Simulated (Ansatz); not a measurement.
Runs of Ansatz 0.2.0 on Ta3N. It takes space group P-3m1 (No. 164, trigonal). Conventional cell: a = 3.032 Å, b = 3.032 Å, c = 7.524 Å, α = 90.00°, β = 90.00°, γ = 120.00°. Ta (site symmetry 3m) has 3 N at 2.19 Å as nearest neighbours. Ta (site symmetry -3m) is surrounded by 12 Ta at 3.01 to 3.03 Å. N (site symmetry -3m) has 6 Ta at 2.19 Å as nearest neighbours. The cell comes from a database or a generator and needn't be the stable form of this composition.

```tsv
task	level	spin	U	cell	points for each segment of the path	hubbard projectors	double counting	gap on the mesh (eV)	pressure (GPa)	relaxed volume (Å³/atom)	largest force (eV/Å)
band structure	PBEsol	SOC, no magnetisation	-	as given	14	-	-	none	-8.3	-	0.39
band structure	PBEsol	off	-	as given	14	-	-	none	(a)	-	0.39
relaxation of cell and atoms	PBEsol+U	off	Ta d U = 3 eV	relaxed	-	ortho-atomic (the default)	fll (the default)	none	0.0	14.65	-
relaxation of cell and atoms	PBEsol+U	off	Ta d U = 4 eV	relaxed	-	ortho-atomic (the default)	fll (the default)	none	0.0	14.71	-
relaxation of cell and atoms	PBEsol+U	off	Ta d U = 2 eV	relaxed	-	ortho-atomic (the default)	fll (the default)	none	0.0	(b)	-
```

Alike in all rows: potentials or basis Ansatz PAW; k mesh 10 × 10 × 4; cutoff (eV) 420; smearing fermi-dirac 0.05 eV.

**Question.** Fill in the values left out.

**Answer.** (a) -8.1; (b) 14.60.

Caveats: the PAW data sets come from PBE, with cores solved anew for the run's functional, which leaves a small shift of forces and pressure; the plane-wave basis is chosen anew once the cell has moved, so the energies of steps on either side of that aren't comparable (some runs); U without spin polarisation on a metal has little footing (some runs); spin-orbit coupling is left out, which moves the levels of the heavy elements (some runs).

A k mesh can miss the band edges, and rows without SOC leave out spin-orbit coupling on Ta.

A gap of «none» marks a metal or a gap under the smearing width.
